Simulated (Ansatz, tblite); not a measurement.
# C12H6N4S6: one state, many levels

The task here is to estimate one member of a computed series from the others.

The runs use Ansatz 0.2.0, Gaussian basis; as each input shows.

Plan: GFN1-xTB, GFN2-xTB, PBE-D4/def2-TZVP, r2SCAN-D4/def2-TZVP, PBE-D4/def2-SVP, PBE0-D4/def2-SVP.

1 further run of the same task is left out (set aside as unsound or not needed).

**The relaxed structure**

The singlet was relaxed beforehand with PBE-D4/def2-SVP.

SMILES `Sc1cnc(-c2cnc(-c3cnc(-c4cnc(S)s4)s3)s2)s1`, 28 atoms, charge 0, spin multiplicity 1.

Bond lengths: S1–C2 1.758 Å, S1–H23 1.363 Å, C2–C3 1.392 Å, C2–S22 1.744 Å, C3–N4 1.360 Å, C3–H24 1.100 Å, N4–C5 1.317 Å, C5–C6 1.440 Å, C5–S22 1.779 Å, C6–C7 1.398 Å, C6–S21 1.745 Å, C7–N8 1.354 Å, C7–H25 1.101 Å, N8–C9 1.326 Å, C9–C10 1.442 Å, C9–S21 1.768 Å, C10–C11 1.397 Å, C10–S20 1.747 Å and more. Angles: C2–S1–H23 94.4°, S1–C2–C3 130.8°, S1–C2–S22 119.7°, C3–C2–S22 109.5°, C2–C3–N4 116.0°, C2–C3–H24 123.8°, N4–C3–H24 120.2°, C3–N4–C5 112.0°, N4–C5–C6 125.1°, N4–C5–S22 113.7°, C6–C5–S22 121.2°, C5–C6–C7 130.5°, C5–C6–S21 120.4°, C7–C6–S21 109.1°, C6–C7–N8 116.6°, C6–C7–H25 123.6°, N8–C7–H25 119.8°, C7–N8–C9 111.1° and more.

PBE0-D4/def2-TZVP was run before; its log isn't repeated, and its numbers join the tables.

The first run:

Tight binding, by tblite at 300 K electronic temperature and without a spin-polarisation term:

```python
tblite.interface.Calculator('GFN1-xTB', numbers, positions, charge=0, uhf=0).singlepoint()
```

Tight binding, by tblite at 300 K electronic temperature and without a spin-polarisation term:

```python
tblite.interface.Calculator('GFN2-xTB', numbers, positions, charge=0, uhf=0).singlepoint()
```

start.molden holds the orbitals of an earlier run on this state, given as this run's starting guess.

File in.yaml:

```yaml
crystal:
  periodic: [false, false, false]
  atoms:
    - {symbol: S, position_ang: [8.340901, -0.034725, 1.560390]}
    - {symbol: C, position_ang: [6.590448, 0.044570, 1.413260]}
    - {symbol: C, position_ang: [5.621311, 0.483641, 2.311258]}
    - {symbol: N, position_ang: [4.333238, 0.411647, 1.880031]}
    - {symbol: C, position_ang: [4.247388, -0.072891, 0.657968]}
    - {symbol: C, position_ang: [3.020760, -0.267988, -0.070486]}
    - {symbol: C, position_ang: [2.798130, -0.767082, -1.356793]}
    - {symbol: N, position_ang: [1.509421, -0.830171, -1.767770]}
    - {symbol: C, position_ang: [0.686227, -0.386859, -0.827797]}
    - {symbol: C, position_ang: [-0.746172, -0.337212, -0.987243]}
    - {symbol: C, position_ang: [-1.479335, -0.730710, -2.109730]}
    - {symbol: N, position_ang: [-2.824884, -0.590743, -2.028075]}
    - {symbol: C, position_ang: [-3.192700, -0.091355, -0.859034]}
    - {symbol: C, position_ang: [-4.556599, 0.168950, -0.481676]}
    - {symbol: C, position_ang: [-5.098678, 0.683367, 0.692413]}
    - {symbol: N, position_ang: [-6.455302, 0.808137, 0.733068]}
    - {symbol: C, position_ang: [-6.990981, 0.397580, -0.397732]}
    - {symbol: S, position_ang: [-8.715079, 0.397982, -0.741061]}
    - {symbol: S, position_ang: [-5.852631, -0.180496, -1.611044]}
    - {symbol: S, position_ang: [-1.844116, 0.244039, 0.240561]}
    - {symbol: S, position_ang: [1.488232, 0.146170, 0.655034]}
    - {symbol: S, position_ang: [5.821932, -0.488713, -0.059161]}
    - {symbol: H, position_ang: [8.361845, 0.457905, 2.831014]}
    - {symbol: H, position_ang: [5.847900, 0.870554, 3.315849]}
    - {symbol: H, position_ang: [3.603949, -1.101274, -2.028405]}
    - {symbol: H, position_ang: [-1.002600, -1.132374, -3.014538]}
    - {symbol: H, position_ang: [-4.498769, 0.985211, 1.564359]}
    - {symbol: H, position_ang: [-9.013856, 0.912851, 0.485331]}
basis:
  gaussian: {orbitals: def2-TZVP, fitting: {mean_field: def2-universal-jkfit}, initial_orbitals: start.molden}
hamiltonian: {xc: pbe, dispersion: d4}
scf: {omitted_lower_state_checks: [starts]}
output: {orbitals: {seedname: orbitals}}
```

On the command line:

```
ansatz run in.yaml --threads 2 --pin off --events-out ev --progress --plain --max-ram 20480MiB --backend cuda --devices 0, --max-vram 18GiB
```

Steps of the session up to this table: PBE-D4/def2-TZVP; r2SCAN-D4/def2-TZVP; PBE-D4/def2-SVP; PBE0-D4/def2-SVP.

One table of the session follows, with a row left open; its other results are not shown here.

It belongs to the step «Binding energy». 

```
              level  binding an atom (eV)
    PBE-D4/def2-SVP                 5.231
   PBE-D4/def2-TZVP                 5.169
r2SCAN-D4/def2-TZVP                     ?
   PBE0-D4/def2-SVP                 5.021
  PBE0-D4/def2-TZVP                 4.968
```

**Question.** Estimate the row for r2SCAN-D4/def2-TZVP.

The run gave: binding an atom (eV): 4.908. In the column «binding an atom (eV)» it is the lowest.

Limits of these values: Free atoms were run apart at each level; binding is atoms less cluster, divided by the number of atoms, without zero-point or spin-orbit terms.
